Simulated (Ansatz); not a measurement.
# NaTeRh: the cost of one run

Computed with Ansatz 0.2.0 (DFT PBE, scalar-relativistic, plane waves, PAW, unless a step's input says otherwise).

## 1. The system as given

Symmetry: P3m1, No. 156, trigonal system. Conventional cell: a = 3.645 Å, b = 3.645 Å, c = 5.054 Å, α = 90.00°, β = 90.00°, γ = 120.00°. Around Na (site symmetry 3m) lie 3 Te at 2.39 Å. Te (site symmetry 3m) has 3 Na at 2.39 Å and 3 Rh at 2.49 Å in its first shell of neighbours. Rh (site symmetry 3m) has 3 Te at 2.49 Å in its first shell of neighbours.

As a file:

```
Na Te Rh
1.0
     3.64537    0.00000    0.00000
    -1.82269    3.15699    0.00000
     0.00000    0.00000    5.05411
Na Te Rh
1 1 1
Cartesian
  0.0000 2.1047 1.2020
  0.0000 0.0000 0.0650
  1.8227 1.0523 3.7871
```

Recipe of the guess: species swapped into a database cell of NiTeSe (P3m1, No. 156), with Te on the Ni sites, Rh on the Te sites and Na on the Se sites. The dimensions are guesses.

## 2. The guess as it stands, on a coarse mesh

The input, input.yaml:

```yaml
crystal:
  lattice:
    - [3.64537234, 0.0, 0.0]
    - [-1.82268617, 3.15698506, 0.0]
    - [0.0, 0.0, 5.05411313]
  atoms:
    - { symbol: Na, position: [0.33333333, 0.66666667, 0.23782268] }
    - { symbol: Te, position: [0.0, 0.0, 0.01286765] }
    - { symbol: Rh, position: [0.66666667, 0.33333333, 0.74930966] }
basis:
  ecutwfc: 420
kpoints:
  mp_grid: { grid: [6, 6, 4] }
hamiltonian:
  xc: pbe
scf:
  occupations: { method: gaussian, width: 0.1 }
  lower_state_search: "off"
output:
  forces: true
  stress: true
  eigenvalues: true
```

On the command line:

```console
$ ansatz run input.yaml --threads 1 --pin off --max-ram 2560MiB --backend cpu --events-out ev --progress --plain --runs-dir out
```

**Question.** How long does this run take on 1 thread of AMD EPYC 7B13 (Zen 3), shared host, and how much memory does it need?

About 2.7 s, with a peak of 0.41 GiB.
